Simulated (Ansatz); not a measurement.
**Sc (diamond type): a single-point run**

Aim: a sound single-point run of Sc (diamond type). The structure is shown as the input types it.

Program: Ansatz 0.2.0. Level of theory: DFT, LDA, norm-conserving pseudopotentials, Ansatz's default files, scalar-relativistic (as first typed). These are calculated values, not measurements.

1 further run of the same task is left out (it didn't finish).

## 1. The structure to begin with

It takes space group R-3m (No. 166, trigonal). Conventional cell: a = 4.439 Å, b = 4.439 Å, c = 10.872 Å, α = 90.00°, β = 90.00°, γ = 120.00°. Sc (site symmetry 3m) is surrounded by 1 Sc at 1.58 Å.

As a file:

```
CELL_PARAMETERS angstrom
0.00000 3.13859 3.13859
3.13859 0.00000 3.13859
3.13859 3.13859 0.00000
ATOMIC_POSITIONS crystal
Sc 0.71750 0.92750 0.92750
Sc 0.28250 0.07250 0.07250
```

## 2. Running it

Contents of input.yaml:

```yaml
crystal:
  lattice:
    - [0.0, 3.138591468, 3.138591468]
    - [3.138591468, 0.0, 3.138591468]
    - [3.138591468, 3.138591468, 0.0]
  atoms:
    - { symbol: Sc, position: [-0.2825, -0.0725, -0.0725] }
    - { symbol: Sc, position: [0.2825, 0.0725, 0.0725] }
kpoints:
  mp_grid: { grid: [8, 8, 8] }
scf:
  occupations: { method: fermi_dirac, width: 0.05 }
hamiltonian:
  xc: lda
  pseudopotentials: { kind: nc }
output:
  forces: true
  stress: true
  eigenvalues: true
  efg: { contact_densities: true }
  populations: true
```

Run with:

```console
$ ansatz run input.yaml --threads 1 --pin off --max-ram 2048MiB --backend cpu --events-out ev --progress --plain --runs-dir out
```

Q: Will this input give a usable result? If not, why, and what should change?

The program refused the input before any cycle. Its message: «output.efg without hamiltonian.pseudopotentials.kind: paw|paw_fr|all_electron or hamiltonian.pseudopotentials.kind: all_electron — the all-electron EFG reconstruction needs the PAW one-centre densities; drop the efg request ...»

In the input, hamiltonian.pseudopotentials.kind is nc. What was asked isn't available in this combination.

Fix: set hamiltonian.pseudopotentials.kind to paw.
